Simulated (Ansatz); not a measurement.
# C₃H₅ClGe: up Jacob's ladder to CCSD(T)

Aim: compute C₃H₅ClGe with functionals from several rungs and with coupled cluster. The yardstick is the atomisation energy at the CCSD(T) limit.

The runs use Ansatz 0.2.0, Gaussian basis; functionals in def2-TZVPP, the program's frozen cores in correlated methods.

The runs, in order: LDA (SPW92), PBE-D4, revPBE-D4, BLYP-D4, r2SCAN-D4, B97M-V, PBE0-D4, B3LYP-D4, r2SCANh-D4, r2SCAN0-D4, HSE06-D4, BHLYP-D4, CAM-B3LYP-D4, LC-ωPBE, ωB97X-V, ωB97M-V, B2PLYP, PBE-QIDH; CCSD(T)/def2-SVP; CCSD(T)/def2-TZVPP; MP2/def2-QZVPP; extrapolation to the limit; RPA on PBE.

### 1 The relaxed structure

An earlier PBE0-D4 in a triple-zeta def2 set relaxation fixed the geometry.

SMILES `Cl[C]1=C[CH2][GeH2]1`, 10 atoms, charge 0, spin multiplicity 1.

Atoms are counted from 1 here; the program's logs count them from 0.

Bond lengths: Cl1–C2 1.710 Å, C2–C3 1.339 Å, C2–Ge5 1.951 Å, C3–C4 1.512 Å, C3–H6 1.088 Å, C4–Ge5 1.988 Å, C4–H7 1.092 Å, C4–H8 1.092 Å, Ge5–H9 1.538 Å, Ge5–H10 1.538 Å. Angles: Cl1–C2–C3 127.5°, Cl1–C2–Ge5 139.1°, C3–C2–Ge5 93.4°, C2–C3–C4 108.0°, C2–C3–H6 126.7°, C4–C3–H6 125.3°, C3–C4–Ge5 86.9°, C3–C4–H7 114.2°, C3–C4–H8 114.2°, Ge5–C4–H7 115.7°, Ge5–C4–H8 115.7°, H7–C4–H8 108.9°, C2–Ge5–C4 71.7°, C2–Ge5–H9 117.2°, C2–Ge5–H10 117.2°, C4–Ge5–H9 118.0°, C4–Ge5–H10 118.0°, H9–Ge5–H10 110.3°.

Geometry (Å):

```
Cl   -2.42193   -0.25373    1.63342
C    -1.00899   -0.11807    0.68039
C    -0.45896   -1.05624   -0.10031
C     0.77710   -0.46621   -0.73994
Ge    0.35884    1.20588    0.25109
H    -0.82557   -2.06877   -0.25751
H     1.70812   -0.96242   -0.45817
H     0.72848   -0.39552   -1.82856
H     1.30812    1.62948    1.38409
H    -0.08201    2.43451   -0.56151
```

### 2 LDA

This LDA is Slater exchange with PW92 correlation.

in.yaml reads:

```yaml
crystal:
  periodic: [false, false, false]
  atoms:
    - {symbol: Cl, position_ang: [-2.421930, -0.253729, 1.633422]}
    - {symbol: C, position_ang: [-1.008993, -0.118069, 0.680389]}
    - {symbol: C, position_ang: [-0.458959, -1.056242, -0.100308]}
    - {symbol: C, position_ang: [0.777100, -0.466210, -0.739941]}
    - {symbol: Ge, position_ang: [0.358837, 1.205875, 0.251094]}
    - {symbol: H, position_ang: [-0.825570, -2.068772, -0.257513]}
    - {symbol: H, position_ang: [1.708123, -0.962423, -0.458166]}
    - {symbol: H, position_ang: [0.728484, -0.395516, -1.828557]}
    - {symbol: H, position_ang: [1.308122, 1.629475, 1.384090]}
    - {symbol: H, position_ang: [-0.082014, 2.434510, -0.561512]}
basis:
  gaussian: {orbitals: def2-TZVPP}
hamiltonian: {xc: lda}
output: {orbitals: {seedname: orbitals}}
```

The run is started by

```sh
$ ansatz run in.yaml --threads 4 --pin off --events-out ev --progress --plain --max-ram 10444MiB
```

After this run come: PBE-D4 (GGA); revPBE-D4 (GGA); BLYP-D4 (GGA); r2SCAN-D4 (meta-GGA); B97M-V (meta-GGA); PBE0-D4 (hybrid); B3LYP-D4 (hybrid); r2SCANh-D4 (hybrid); r2SCAN0-D4 (hybrid); HSE06-D4 (hybrid); BHLYP-D4 (hybrid); CAM-B3LYP-D4 (range-separated); LC-ωPBE (range-separated); ωB97X-V (range-separated); ωB97M-V (range-separated); B2PLYP (double hybrid); PBE-QIDH (double hybrid); CCSD(T) in def2-SVP; CCSD(T) in def2-TZVPP; MP2 in def2-QZVPP; RPA on PBE orbitals.

**Question.** What will the summary of the whole plan be? Wanted: atomisation energy, CCSD(T)/CBS; farthest beyond LDA; mean size of error, GGA; mean size of error, meta-GGA; mean size of error, hybrid; mean size of error, range-separated; mean size of error, double hybrid; gap, smallest and largest; T1 diagnostic.

As calculated:

| quantity | value |
| --- | --- |
| atomisation energy, CCSD(T)/CBS | 3679.1 kJ/mol |
| functionals within 36.8 kJ/mol (1.0 %) | revPBE-D4, BLYP-D4, r2SCAN-D4, B97M-V, PBE0-D4, B3LYP-D4, r2SCANh-D4, CAM-B3LYP-D4, LC-ωPBE, ωB97X-V, ωB97M-V, PBE-QIDH |
| farthest beyond LDA | BHLYP-D4 (-130.6 kJ/mol) |
| mean size of error, GGA | 45.4 kJ/mol |
| mean size of error, meta-GGA | 23.0 kJ/mol |
| mean size of error, hybrid | 45.0 kJ/mol |
| mean size of error, range-separated | 8.7 kJ/mol |
| mean size of error, double hybrid | 30.6 kJ/mol |
| gap, smallest and largest | 4.78 eV (LDA (SPW92)), 11.89 eV (LC-ωPBE) |
| T1 diagnostic | 0.0117 |
| triples share of the correlation energy | 4.5 % |

In words: LDA overbinds by 582.8 kJ/mol (16 %). PBE-D4 is off by +99.7 kJ/mol. Double hybrids carry the basis error of their MP2 part in triple zeta, and no dispersion term here, so their miss is partly the set-up's. The rungs range-separated, meta-GGA, double hybrid miss on average by less than the doubt on the reference (36.8 kJ/mol), so they tie. Misses under about 36.8 kJ/mol are within the doubt on the reference itself, which lacks core-valence correlation, relativity and higher excitations, and its outer-core shells are covered unevenly. Hartree-Fock recovers 72 % of the binding; the rest is correlation. CCSD(T) in def2-SVP is off by -193.9 kJ/mol, so the small basis spoils what the method gains. The gap grows from 4.8 to 11.9 eV across the functionals, mostly with the share of exact exchange. Correlated methods include outer-core shells of Ge, which these sets cover unevenly.
